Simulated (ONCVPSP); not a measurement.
# Pseudopotential generation for tungsten: ONCV, PBE

Do these settings give a usable potential? It is generated, then checked for transferability, scattering, ghosts and hardness.

Method: ONCVPSP 4.0.1.1 (patched build), PBE, scalar-relativistic.

### Step 1. The atom and the settings

The settings as typed:

```json
{"element": "tungsten (W, Z = 74)", "type": "optimised norm-conserving Vanderbilt (ONCV)", "frozen core": "[Xe] 4f14", "valence charge": "6", "reference configuration": "5d4 6s2", "partial waves": "6s: rc 2.90 bohr, ncon 3, nbas 5, qcut 2.1 1/bohr, 1 projector; p scattering state at 0.04 Ha: rc 2.95 bohr, ncon 4, nbas 8, qcut 2.4 1/bohr, 2 projectors, debl 3.9 Ha; 5d: rc 2.10 bohr, ncon 4, nbas 9, qcut 7.6 1/bohr, 2 projectors, debl 3 Ha; f scattering state at 0.28 Ha: rc 2.20 bohr, ncon 4, nbas 8, qcut 4.5 1/bohr, 2 projectors, debl 0.8 Ha", "local potential": "polynomial inside 1.75 bohr (lpopt 5, dvloc0 0 Ha)", "core correction": "Teter function, parameters optimised by the program"}
```

An earlier all-electron run gives the scale for the radii.

All-electron outer shells of the reference configuration (PBE, scalar-relativistic, ld1.x):

```
shell  level (eV)  outermost node (bohr)  outermost maximum (bohr)
   4f      -33.21                      –                      0.43
   6s       -5.71                   1.28                      2.67
   5d       -4.48                   0.63                      1.49
   6p       -1.36                   1.54                      3.75
```

### Step 2. Generation

Contents of W.dat:

```
# ATOM AND REFERENCE CONFIGURATION
# atsym  z   nc   nv     iexc    psfile
  W 74.00   12    2        4      upf
#
#   n    l    f
    1    0    2.00
    2    0    2.00
    2    1    6.00
    3    0    2.00
    3    1    6.00
    3    2   10.00
    4    0    2.00
    4    1    6.00
    4    2   10.00
    4    3   14.00
    5    0    2.00
    5    1    6.00
    5    2    4.00
    6    0    2.00
#
# PSEUDOPOTENTIAL AND OPTIMIZATION
# lmax
    3
#
#   l,   rc,      ep,       ncon, nbas, qcut
    0    2.90    0.00    3    5    2.10
    1    2.95    0.04    4    8    2.40
    2    2.10    0.00    4    9    7.60
    3    2.20    0.28    4    8    4.50
#
# LOCAL POTENTIAL
# lloc, lpopt,  rc(5),   dvloc0
    4    5    1.75    0.00
#
# VANDERBILT-KLEINMAN-BYLANDER PROJECTORs
# l, nproj, debl
    0    1    2.40
    1    2    3.90
    2    2    3.00
    3    2    0.80
#
# MODEL CORE CHARGE
# icmod, fcfact, rcfact
    4    0.45    0.00
#
# LOG DERIVATIVE ANALYSIS
# epsh1, epsh2, depsh
   -2.00    5.00    0.02
#
# OUTPUT GRID
# rlmax, drl
    6.00    0.01
#
# TEST CONFIGURATIONS
# ncnf
    4
# nvcnf
#   n    l    f
    2
    5    2    4.00
    6    0    1.00
#
    2
    5    2    4.00
    6    0    0.00
#
    2
    5    2    3.00
    6    0    0.00
#
    2
    5    2    4.50
    6    0    1.50
#
```

Launch:

```sh
oncvpsp.x < W.dat > W.out
```

Before running it: what results should come out? Wanted: cutoffs for 1 and 0.1 mHa per electron, occupied waves; bound ghosts; GHOST(+) flags; largest test error; largest phase difference near zero energy, channels read; rms error of d²Exc/dn², without and with the model core; projector energies reset by the program.

**Answer**, as computed:

| quantity | value |
| --- | --- |
| cutoffs for 1 and 0.1 mHa per electron, occupied waves | 15 Ha and 19 Ha |
| bound ghosts | s at -56.07 eV, f at -1117.67 eV |
| GHOST(+) flags | p at 83 eV, f at 413 eV, f at 848 eV |
| largest test error (AE − PS) | -271 meV, for 5d3 6s0 |
| largest phase difference near zero energy, channels read | 0.018 rad |
| rms error of d²Exc/dn², without and with the model core | 7.64 and 0.30 mHa |
| projector energies reset by the program | p: 0.050, 3.950 Ha |

It has a bound ghost (s, f), a state that the atom doesn't have, and that rules the file out. The worst unpolarised test, 5d3 6s0, is off by 271 meV on 49.9 eV; by total energies transferability rates as poor. That test lies far up in energy; among those under 40 eV, nearer to bonding, the largest error is 70 meV. By its cutoff, 15 Ha for the looser tolerance, it is soft on the atom at that tolerance. At the looser tolerance the 5d wave is the slowest; 6s needs 5 Ha. Near zero energy the phases of the channels with partial waves agree within 0.018 rad. The program also flags highly localised states, GHOST(+) (p, f).
